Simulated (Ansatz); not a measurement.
**C₂H₅NOZn: one species, many methods**

One table from this session's results is given with a row withheld; the runs are named, their logs left out.

Program: Ansatz 0.2.0, Gaussian basis. Level of theory: functionals in def2-TZVPP, the program's frozen cores in correlated methods. These are calculated values, not measurements.

Levels to be run: LDA (SPW92), PBE-D4, revPBE-D4, BLYP-D4, r2SCAN-D4, B97M-V, PBE0-D4, B3LYP-D4, r2SCANh-D4, r2SCAN0-D4, HSE06-D4, BHLYP-D4, CAM-B3LYP-D4, LC-ωPBE, ωB97X-V, ωB97M-V, B2PLYP, PBE-QIDH; CCSD(T)/def2-SVP; CCSD(T)/def2-TZVPP; MP2/def2-QZVPP; extrapolation to the limit; RPA on PBE.

## The relaxed structure

The geometry comes from an earlier relaxation with PBE0-D4 in a triple-zeta def2 set; it is a stationary point, not always the lowest conformer.

10 atoms, charge 0, spin multiplicity 1.

Atoms are counted from 1 here; the program's logs count them from 0.

Bond lengths: C1–Zn2 1.917 Å, C1–H6 1.091 Å, C1–H7 1.091 Å, C1–H8 1.091 Å, Zn2–O3 1.810 Å, O3–C4 1.323 Å, C4–N5 1.267 Å, C4–H9 1.094 Å, N5–H10 1.023 Å. Angles: Zn2–C1–H6 110.4°, Zn2–C1–H7 110.2°, Zn2–C1–H8 110.4°, H6–C1–H7 108.6°, H6–C1–H8 108.6°, H7–C1–H8 108.5°, C1–Zn2–O3 175.4°, Zn2–O3–C4 125.3°, O3–C4–N5 130.6°, O3–C4–H9 111.8°, N5–C4–H9 117.6°, C4–N5–H10 112.1°.

Geometry (Å):

```xyz
10
C2H5NOZn
C    -1.7318   -1.3188   -0.7794
Zn   -0.1791   -0.6240    0.1039
O     1.3042   -0.0979    0.9989
C     1.8443    1.1081    0.9411
N     1.4928    2.1396    0.2949
H    -2.5937   -1.2938   -0.1103
H    -1.9613   -0.7221   -1.6640
H    -1.5627   -2.3509   -1.0915
H     2.7375    1.1833    1.5682
H     0.6498    1.9766   -0.2617
```

The first run:

The input, in.yaml:

```yaml
crystal:
  periodic: [false, false, false]
  atoms:
    - {symbol: C, position_ang: [-1.731787, -1.318794, -0.779360]}
    - {symbol: Zn, position_ang: [-0.179068, -0.624045, 0.103916]}
    - {symbol: O, position_ang: [1.304170, -0.097921, 0.998949]}
    - {symbol: C, position_ang: [1.844255, 1.108110, 0.941085]}
    - {symbol: N, position_ang: [1.492800, 2.139560, 0.294869]}
    - {symbol: H, position_ang: [-2.593686, -1.293814, -0.110333]}
    - {symbol: H, position_ang: [-1.961338, -0.722148, -1.664027]}
    - {symbol: H, position_ang: [-1.562677, -2.350912, -1.091532]}
    - {symbol: H, position_ang: [2.737495, 1.183313, 1.568184]}
    - {symbol: H, position_ang: [0.649837, 1.976641, -0.261750]}
basis:
  gaussian: {orbitals: def2-TZVPP}
hamiltonian: {xc: lda}
output: {orbitals: {seedname: orbitals}}
```

Steps of the session up to this table: LDA; PBE-D4 (GGA); revPBE-D4 (GGA); BLYP-D4 (GGA); r2SCAN-D4 (meta-GGA); B97M-V (meta-GGA); PBE0-D4 (hybrid); B3LYP-D4 (hybrid); r2SCANh-D4 (hybrid); r2SCAN0-D4 (hybrid); HSE06-D4 (hybrid); BHLYP-D4 (hybrid); CAM-B3LYP-D4 (range-separated); LC-ωPBE (range-separated); ωB97X-V (range-separated); ωB97M-V (range-separated); B2PLYP (double hybrid); PBE-QIDH (double hybrid).

One of the session's tables, all rows but one given; the rest of the session is left out.

It belongs to the step «Frontier levels by functional». 

| functional | HOMO (eV) | gap (eV) |
| --- | --- | --- |
| LDA (SPW92) | ? | ? |
| PBE-D4 | -6.01 | 4.58 |
| revPBE-D4 | -5.94 | 4.61 |
| BLYP-D4 | -5.91 | 4.50 |
| r2SCAN-D4 | -6.34 | 5.24 |
| B97M-V | -6.45 | 5.06 |
| PBE0-D4 | -7.50 | 6.88 |
| B3LYP-D4 | -7.27 | 6.34 |
| r2SCANh-D4 | -6.92 | 6.11 |
| r2SCAN0-D4 | -7.69 | 7.27 |
| HSE06-D4 | -7.10 | 6.11 |
| BHLYP-D4 | -8.70 | 8.71 |
| CAM-B3LYP-D4 | -8.91 | 9.08 |
| LC-ωPBE | -10.30 | 11.66 |
| ωB97X-V | -9.90 | 11.09 |
| ωB97M-V | -9.82 | 10.62 |

**Question.** Estimate the row for LDA (SPW92).

As computed: HOMO (eV): -6.17; gap (eV): 4.52. In the column «HOMO (eV)» it lies between r2SCAN-D4 (-6.34) and PBE-D4 (-6.01).
